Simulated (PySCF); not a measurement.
# C4H13GaO: NMR shifts, electronic excitations and K edges in gas and solvents, part 2 of 2

PySCF 2.14.0. Atoms count from 0.

## 5. Excited states and response: PBE0/def2-SVPD

What the job is given:

```
{"job": {"kind": "uv", "xc": "PBE0", "basis": "def2-SVPD", "dynamic": true, "nstates": 6, "ntriplets": 0}, "charge": 0, "multiplicity": 1}
C      2.146967     0.199667     0.562254
C      1.572067    -1.198711     0.359997
Ga     0.191217    -1.311060    -1.070472
O     -1.122476     0.214920    -0.299386
C     -1.760595     0.047411     0.944711
C     -1.299836     1.479906    -0.894028
H      2.930619     0.234664     1.338994
H      1.368842     0.921351     0.864892
H      2.593742     0.592794    -0.365844
H      1.153711    -1.586916     1.305557
H      2.379437    -1.904584     0.093137
H      0.477928    -0.564893    -2.440981
H     -0.845842    -2.508475    -1.047371
H     -1.563970    -0.977688     1.282706
H     -1.362339     0.760129     1.687403
H     -2.849680     0.193190     0.844452
H     -2.370128     1.671318    -1.082806
H     -0.755213     1.470962    -1.845783
H     -0.894518     2.275326    -0.244888
```

Level: TDDFT PBE0/def2-SVPD, vertical, gas phase, core orbitals frozen in the response.

The program printed:

```text
coarse grid: 65456 points
cycle   1  E = -2159.2814226202  dE = -3.410e-01  |g| = 6.578e-01  |ddm| = 5.725e+00
cycle   2  E = -2159.2216016312  dE =  5.982e-02  |g| = 8.803e-01  |ddm| = 1.544e+00
cycle   3  E = -2159.3573490901  dE = -1.357e-01  |g| = 7.917e-02  |ddm| = 9.113e-01
cycle   4  E = -2159.3583345620  dE = -9.855e-04  |g| = 4.037e-02  |ddm| = 1.068e-01
cycle   5  E = -2159.3585932325  dE = -2.587e-04  |g| = 6.232e-03  |ddm| = 4.453e-02
cycle   6  E = -2159.3586016827  dE = -8.450e-06  |g| = 1.485e-03  |ddm| = 1.266e-02
final grid: 139168 points
cycle   7  E = -2159.3586453104  dE = -1.689e-08  |g| = 1.762e-03  |ddm| = 1.417e-02
cycle   8  E = -2159.3586447343  dE =  5.762e-07  |g| = 2.321e-03  |ddm| = 5.639e-03
cycle   9  E = -2159.3586460944  dE = -1.360e-06  |g| = 1.603e-04  |ddm| = 3.132e-03
cycle  10  E = -2159.3586460992  dE = -4.829e-09  |g| = 3.525e-05  |ddm| = 1.912e-04
cycle  11  E = -2159.3586460995  dE = -2.647e-10  |g| = 6.886e-06  |ddm| = 5.243e-05
converged SCF energy = -2159.3586460995

Static polarisability (au): isotropic 89.056, principal 85.116 88.024 94.029

Singlet excitations
state   eV       nm        f      main configurations
  1   5.8014    213.7   0.01259   H->L 0.65, H->L+1 0.33
  2   6.1729    200.9   0.00538   H->L+1 0.65, H->L 0.30
  3   6.4396    192.5   0.00401   H-1->L 0.62, H-1->L+1 0.36
  4   6.8646    180.6   0.09021   H->L+2 0.78, H->L+3 0.10
  5   6.8845    180.1   0.05837   H-1->L+1 0.59, H-1->L 0.33
  6   7.0553    175.7   0.00059   H->L+4 0.59, H->L+3 0.24, H->L+5 0.09
```

Wall time 37 s (1 thread, shared host).

The orbitals next to the gap, with their largest atomic shares:

```csv
orbital,eV,atoms
HOMO−3,-9.16,"C1 28 %, C0 24 %, H10 12 %"
HOMO−2,-8.90,"O3 54 %, C5 10 %, C4 10 %"
HOMO−1,-7.45,"Ga2 37 %, H11 27 %, H12 24 %"
HOMO,-6.76,"C1 36 %, Ga2 22 %, C0 10 %"
LUMO,0.21,"Ga2 19 %, C5 14 %, C4 14 %"
LUMO+1,0.43,"Ga2 44 %, O3 7 %, H12 6 %"
LUMO+2,1.06,"C5 14 %, H16 11 %, Ga2 9 %"
```

With each of the 6 states as a Gaussian band of 0.4 eV half-width at 1/e, the curve within the window shown has maxima at 181 nm (ε 6,100) L/(mol cm). Beyond the last state computed it falls off for lack of states. The curve at chosen wavelengths:

(nm, ε (L/mol/cm)): (169, 1417), (172, 2770), (175, 4356), (177, 5274), (180, 6044), (183, 5882), (186, 4958), (188, 4131), (191, 2896), (194, 1911), (197, 1264), (199, 1000), (202, 785), (205, 701), (208, 674), (210, 663), (213, 636), (216, 585), (219, 510), (221, 451), (224, 359), (227, 270), (230, 192), (232, 149), (235, 98), (238, 62)

Ground-state properties from the same run:

```csv
property,computed
dipole moment (D),3.96
polarisability (Å³),13.20
HOMO–LUMO gap (eV),6.97
−ε(HOMO) (eV),6.76
C6 with itself (au),3098
```

## 6. Ultraviolet spectrum: PBE0/def2-SVPD in acetone

Settings changed since step 5:

```diff
@@ -1,2 +1,2 @@
-{"job": {"kind": "uv", "xc": "PBE0", "basis": "def2-SVPD", "dynamic": true, "nstates": 6, "ntriplets": 0}, "charge": 0, "multiplicity": 1}
+{"job": {"kind": "uv", "xc": "PBE0", "basis": "def2-SVPD", "solvent": "acetone", "nstates": 6, "ntriplets": 0}, "charge": 0, "multiplicity": 1}
 C      2.146967     0.199667     0.562254
```

Level: TDDFT PBE0/def2-SVPD, vertical, IEF-PCM acetone (non-equilibrium linear response), core orbitals frozen in the response.

The program printed:

```text
coarse grid: 65456 points
cycle   1  E = -2159.2935545413  dE = -3.522e-01  |g| = 6.470e-01  |ddm| = 5.730e+00
cycle   2  E = -2159.2402753189  dE =  5.328e-02  |g| = 8.540e-01  |ddm| = 1.521e+00
cycle   3  E = -2159.3657521822  dE = -1.255e-01  |g| = 7.023e-02  |ddm| = 8.981e-01
cycle   4  E = -2159.3664400765  dE = -6.879e-04  |g| = 3.929e-02  |ddm| = 8.921e-02
cycle   5  E = -2159.3667009760  dE = -2.609e-04  |g| = 5.071e-03  |ddm| = 4.285e-02
cycle   6  E = -2159.3667060195  dE = -5.043e-06  |g| = 1.254e-03  |ddm| = 1.011e-02
final grid: 139168 points
cycle   7  E = -2159.3667478720  dE = -1.400e-07  |g| = 1.433e-03  |ddm| = 1.384e-02
cycle   8  E = -2159.3667476260  dE =  2.459e-07  |g| = 1.758e-03  |ddm| = 4.309e-03
cycle   9  E = -2159.3667483793  dE = -7.533e-07  |g| = 1.351e-04  |ddm| = 2.299e-03
cycle  10  E = -2159.3667483828  dE = -3.493e-09  |g| = 2.078e-05  |ddm| = 1.351e-04
cycle  11  E = -2159.3667483829  dE = -8.777e-11  |g| = 8.268e-06  |ddm| = 4.487e-05
converged SCF energy = -2159.3667483829

Static polarisability (au): isotropic 120.271, principal 112.575 122.037 126.200

Singlet excitations
state   eV       nm        f      main configurations
  1   5.9119    209.7   0.01351   H->L 0.98
  2   6.4712    191.6   0.01205   H->L+1 0.91
  3   6.7097    184.8   0.00181   H-1->L 0.98
  4   7.0306    176.3   0.26033   H->L+2 0.89
  5   7.3065    169.7   0.06224   H->L+3 0.49, H-1->L+1 0.24, H->L+4 0.21
  6   7.3338    169.1   0.13594   H-1->L+1 0.69, H->L+3 0.17
```

Run time: 31 s. Hardware: 1 thread, shared host.

This run: HOMO -6.92 eV, LUMO 0.29 eV; lowest singlet 5.91 eV.

## 7. Excited states and response: PBE0/def2-SVPD in dichloromethane

Settings changed since step 6:

```diff
@@ -1,2 +1,2 @@
-{"job": {"kind": "uv", "xc": "PBE0", "basis": "def2-SVPD", "solvent": "acetone", "nstates": 6, "ntriplets": 0}, "charge": 0, "multiplicity": 1}
+{"job": {"kind": "uv", "xc": "PBE0", "basis": "def2-SVPD", "solvent": "dichloromethane", "nstates": 6, "ntriplets": 0}, "charge": 0, "multiplicity": 1}
 C      2.146967     0.199667     0.562254
```

With the program's defaults for keys left out, this is: TDDFT PBE0/def2-SVPD, vertical, IEF-PCM dichloromethane (non-equilibrium linear response), core orbitals frozen in the response.

The program printed:

```text
coarse grid: 65456 points
cycle   1  E = -2159.2925005564  dE = -3.512e-01  |g| = 6.478e-01  |ddm| = 5.729e+00
cycle   2  E = -2159.2385325506  dE =  5.397e-02  |g| = 8.563e-01  |ddm| = 1.520e+00
cycle   3  E = -2159.3649232695  dE = -1.264e-01  |g| = 7.089e-02  |ddm| = 8.986e-01
cycle   4  E = -2159.3656297912  dE = -7.065e-04  |g| = 3.936e-02  |ddm| = 9.039e-02
cycle   5  E = -2159.3658899579  dE = -2.602e-04  |g| = 5.133e-03  |ddm| = 4.288e-02
cycle   6  E = -2159.3658951329  dE = -5.175e-06  |g| = 1.250e-03  |ddm| = 1.017e-02
final grid: 139168 points
cycle   7  E = -2159.3659371893  dE = -1.301e-07  |g| = 1.437e-03  |ddm| = 1.384e-02
cycle   8  E = -2159.3659369282  dE =  2.610e-07  |g| = 1.775e-03  |ddm| = 4.363e-03
cycle   9  E = -2159.3659377007  dE = -7.724e-07  |g| = 1.337e-04  |ddm| = 2.345e-03
cycle  10  E = -2159.3659377041  dE = -3.449e-09  |g| = 2.104e-05  |ddm| = 1.346e-04
cycle  11  E = -2159.3659377042  dE = -9.595e-11  |g| = 8.077e-06  |ddm| = 4.285e-05
converged SCF energy = -2159.3659377042

Static polarisability (au): isotropic 116.168, principal 109.355 117.176 121.972

Singlet excitations
state   eV       nm        f      main configurations
  1   5.9041    210.0   0.01422   H->L 0.98
  2   6.4481    192.3   0.01141   H->L+1 0.92
  3   6.6761    185.7   0.00231   H-1->L 0.98
  4   7.0204    176.6   0.26297   H->L+2 0.89
  5   7.2746    170.4   0.11833   H-1->L+1 0.58, H->L+3 0.23, H->L+4 0.13
  6   7.3023    169.8   0.07865   H->L+3 0.40, H-1->L+1 0.35, H->L+4 0.14
```

It took 31 s on 1 thread, shared host.

In short: HOMO -6.90 eV, LUMO 0.30 eV; lowest singlet 5.90 eV.

## 8. K-edge absorption: BHandHLYP/def2-SVPD+aug-pcX-1+pcseg-1

Settings changed since step 7:

```diff
@@ -1,2 +1,2 @@
-{"job": {"kind": "uv", "xc": "PBE0", "basis": "def2-SVPD", "solvent": "dichloromethane", "nstates": 6, "ntriplets": 0}, "charge": 0, "multiplicity": 1}
+{"job": {"kind": "xas", "xc": "BHandHLYP", "basis": {"default": "aug-pcX-1", "H": "pcseg-1", "Ga": "def2-SVPD"}}, "charge": 0, "multiplicity": 1}
 C      2.146967     0.199667     0.562254
```

Level: core-valence-separated TDA BHandHLYP/aug-pcX-1 H:pcseg-1 Ga:def2-SVPD, K edges, non-relativistic, gas phase.

The program printed:

```text
coarse grid: 65456 points
cycle   1  E = -2159.7868128013  dE = -2.419e-01  |g| = 5.593e-01  |ddm| = 4.436e+00
cycle   2  E = -2159.7943310472  dE = -7.518e-03  |g| = 5.630e-01  |ddm| = 9.221e-01
cycle   3  E = -2159.8451374213  dE = -5.081e-02  |g| = 6.015e-02  |ddm| = 5.165e-01
cycle   4  E = -2159.8456433977  dE = -5.060e-04  |g| = 3.215e-02  |ddm| = 7.230e-02
cycle   5  E = -2159.8458197462  dE = -1.763e-04  |g| = 4.959e-03  |ddm| = 2.980e-02
cycle   6  E = -2159.8458240769  dE = -4.331e-06  |g| = 1.115e-03  |ddm| = 6.942e-03
final grid: 139168 points
cycle   7  E = -2159.8458302249  dE = -1.952e-07  |g| = 9.691e-04  |ddm| = 5.086e-03
cycle   8  E = -2159.8458302525  dE = -2.760e-08  |g| = 9.495e-04  |ddm| = 1.848e-03
cycle   9  E = -2159.8458303808  dE = -1.283e-07  |g| = 6.755e-05  |ddm| = 8.841e-04
cycle  10  E = -2159.8458303816  dE = -7.831e-10  |g| = 1.189e-05  |ddm| = 7.748e-05
converged SCF energy = -2159.8458303816

C K edge
   eV          f      from atoms
  284.748   0.00919   C1
  285.047   0.01065   C1
  285.068   0.00733   C0
  285.497   0.01431   C1
  285.685   0.00271   C1
  285.809   0.02314   C0
  285.862   0.02072   C1
  285.962   0.02408   C0
  286.173   0.00360   C0
  286.254   0.00728   C1
  286.402   0.00363   C1
  286.583   0.00786   C0
  286.632   0.00356   C0
  286.642   0.04687   C5
  286.653   0.00093   C1
  286.708   0.04392   C4
  286.835   0.00162   C1
  286.877   0.00396   C0
  286.958   0.00150   C1
  287.061   0.00225   C1

O K edge
   eV          f      from atoms
  534.222   0.00715   O3
  535.019   0.00949   O3
  535.093   0.03546   O3
  535.754   0.01408   O3
  536.065   0.00023   O3
  536.411   0.00551   O3
  536.505   0.00361   O3
  536.760   0.00820   O3
```

It took 21 s on 1 thread, shared host.

## 9. Side by side: NMR shifts

Shifts (ppm) of some atoms, chosen among heavy atoms and hydrogens apart, means over like atoms, with basis size and wall time:

```csv
run,C4,C0,C1,H11,H13,Ga2,O3,functions,time
PBE0/pcSseg-1 in acetone,63.1,12.9,6.9,4.40,3.53,325,0.2,191,23 s
PBE0/pcSseg-1 in dichloromethane,63.0,13.0,6.8,4.44,3.52,329,-0.3,191,21 s
```

The continuum's effect on the ground state:

```csv
solvent,ε,polarisation energy (Eh),μ (D)
dichloromethane,8.93,-0.0085,4.96
acetone,20.49,-0.0096,5.06
```

## 10. Side by side: electronic excitations

Excitations and ground-state properties, with basis size and wall time:

```csv
run,lowest singlet (eV),brightest (eV),f,gap (eV),α (Å³),μ (D),functions,time
PBE0/def2-SVPD,5.80,6.86,0.090,6.97,13.20,3.96,245,37 s
PBE0/def2-SVPD in acetone,5.91,7.03,0.260,7.21,17.82,4.95,245,31 s
PBE0/def2-SVPD in dichloromethane,5.90,7.02,0.263,7.20,17.21,4.84,245,31 s
```

The continuum's effect on the ground state:

```csv
solvent,ε,polarisation energy (Eh),μ (D)
dichloromethane,8.93,-0.0084,4.84
acetone,20.49,-0.0095,4.95
```

## 11. Outcome

This closing draws on all 2 parts.

| quantity | value |
| --- | --- |
| point group | C1 |
| rotational constants (main isotopes) | 2.56, 1.60, 1.29 GHz |
| 13C shifts against TMS (PBE0/pcSseg-1, acetone, means over atoms taken as alike) | 63.1, 12.9, 6.9 ppm |
| 1H shifts against TMS (PBE0/pcSseg-1, acetone, means over atoms taken as alike) | 4.40, 3.53, 1.12, 0.30 ppm |
| 71Ga shifts against GaH4- (PBE0/pcSseg-1, acetone) | 325 ppm |
| 17O shifts against H2O (PBE0/pcSseg-1, acetone) | 0.2 ppm |
| lowest singlet (PBE0/def2-SVPD) | 5.80 eV (214 nm), f = 0.013 |
| brightest single state of those computed | state 4, 6.86 eV, f = 0.090 |
| C K edge | first line 284.75 eV, strongest 286.64 eV (f = 0.047) |
| O K edge | first line 534.22 eV, strongest 535.09 eV (f = 0.035) |
| range of the shift of Ga2 | 325 to 329 ppm |
| range of the lowest singlet | 5.80 to 5.91 eV |

What this shows: Over 25 steps the energy fell by 0.156 eV; of the close pairs, C1–Ga2 changed most, 2.040 to 1.991 Å. C4, C5 (mean) (methyl carbon bonded to O) lies farthest downfield among carbon, at 63.1 ppm; pulled downfield by the heteroatom. The first singlet state (HOMO→LUMO 0.65, HOMO→LUMO+1 0.33) lies at 5.80 eV and is weak; of the 6 states computed, the strongest absorption comes from states 4 to 5 together at 6.86 eV. States above −ε(HOMO) lie where TDDFT describes them poorly and they hang on the basis; the brightest is among them. At the O edge the strongest single line lifts a 1s electron of O3 into several orbitals, led by LUMO+1 (weight 0.49), 0.9 eV above the first line. Absolute edge energies from this method are off by several eV; spacings are better. In ppm, Ga2 moves most: its shift spreads over 3 ppm, from 325 (PBE0/pcSseg-1 in acetone) to 329 (PBE0/pcSseg-1 in dichloromethane). Part of that comes from the computed reference. The lowest singlet runs from 5.80 eV (PBE0/def2-SVPD) to 5.91 eV (PBE0/def2-SVPD in acetone), while the orbital gap spans 6.97 to 7.21 eV. The lowest state need not be the same one in every run. Spin-orbit coupling is left out, which matters for shieldings and couplings at and beside the heavy atoms.
